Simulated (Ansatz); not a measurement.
**TaRu: how the settings move a relaxation**

Question: which choices in the input matter for TaRu?

Program: Ansatz 0.2.0. Level of theory: reference: DFT, r2SCAN, PAW with Ansatz's default frozen-core files, scalar-relativistic. These are calculated values, not measurements.

1 further run of the same task is left out (set aside as unsound or not needed).

### 1 The starting structure

The structure is cubic, space group Pm-3m (No. 221). Conventional cell: a = 3.229 Å, b = 3.229 Å, c = 3.229 Å, α = 90.00°, β = 90.00°, γ = 90.00°. Ta (site symmetry m-3m) is surrounded by 8 Ru at 2.80 Å. Around Ru (site symmetry m-3m) lie 8 Ta at 2.80 Å.

As a file:

```cif
data_structure
_symmetry_space_group_name_H-M 'Pm-3m'
_symmetry_Int_Tables_number 221
_cell_length_a 3.2289
_cell_length_b 3.2289
_cell_length_c 3.2289
_cell_angle_alpha 90.000
_cell_angle_beta 90.000
_cell_angle_gamma 90.000
_cell_volume 33.67
loop_
_atom_site_label
_atom_site_type_symbol
_atom_site_symmetry_multiplicity
_atom_site_Wyckoff_symbol
_atom_site_fract_x
_atom_site_fract_y
_atom_site_fract_z
_atom_site_occupancy
Ta1 Ta 1 b 0.50000 0.50000 0.50000 1
Ru1 Ru 1 a 0.00000 0.00000 0.00000 1
```

### 2 Reference

input.yaml

```yaml
crystal:
  lattice:
    - [3.22893902, 0.0, 0.0]
    - [0.0, 3.22893902, 0.0]
    - [0.0, 0.0, 3.22893902]
  atoms:
    - { symbol: Ta, position: [0.5, 0.5, 0.5] }
    - { symbol: Ru, position: [0.0, 0.0, 0.0] }
kpoints:
  mp_grid: { grid: [10, 10, 10] }
scf:
  occupations: { method: fermi_dirac, width: 0.05 }
hamiltonian:
  xc: r2scan
  pseudopotentials: { kind: paw }
output:
  forces: true
  stress: true
  efg: { contact_densities: true }
  write_density: true
  write_potential: true
  elf: true
  volumetric_format: npy
relax:
  f_tol: 0.005
  max_steps: 80
  cell: {}
```

The run is started by

```sh
ansatz run input.yaml --threads 1 --pin off --max-ram 2048MiB --backend cpu --events-out ev --progress --plain --runs-dir out
```

### 3 Variant: dispersion d3bjatm, f_tol 0.1, max_displacement 0.1

input.yaml: that of step 2 with these lines changed.

```diff
@@ -15,2 +15,3 @@
   pseudopotentials: { kind: paw }
+  dispersion: d3bjatm
 output:
@@ -19,9 +20,6 @@
   efg: { contact_densities: true }
-  write_density: true
-  write_potential: true
-  elf: true
-  volumetric_format: npy
 relax:
-  f_tol: 0.005
+  f_tol: 0.1
   max_steps: 80
   cell: {}
+  max_displacement: 0.1
```

Q: Predict the outcome of this session. Wanted: for each run, ending; energy change; pressure; gap; force.

The runs gave:

| run | ending | energy change | pressure (GPa) | gap (eV) | force (eV/Å) | cycles | time |
| --- | --- | --- | --- | --- | --- | --- | --- |
| reference | converged | 0 | 0.0 | 0.00 | 0.00 | 48 | 32 s |
| 1: dispersion d3bjatm, f_tol 0.1, max_displacement 0.1 | converged | -227.4 meV/atom (offset of the dispersion model) | 0.0 | 0.00 | 0.00 | 48 | 30 s |

Times don't compare one to one where runs were asked for different outputs or read a saved state (see the inputs); cycles may leave out searches for a lower state.

**Reading.** The energy moves by -227.4 meV/atom, nearly all of it the dispersion term itself (-227.8 meV/atom); that offset belongs to the model and is no gain or loss of stability; the final volume goes from 31.42 to 31.24 Å³.
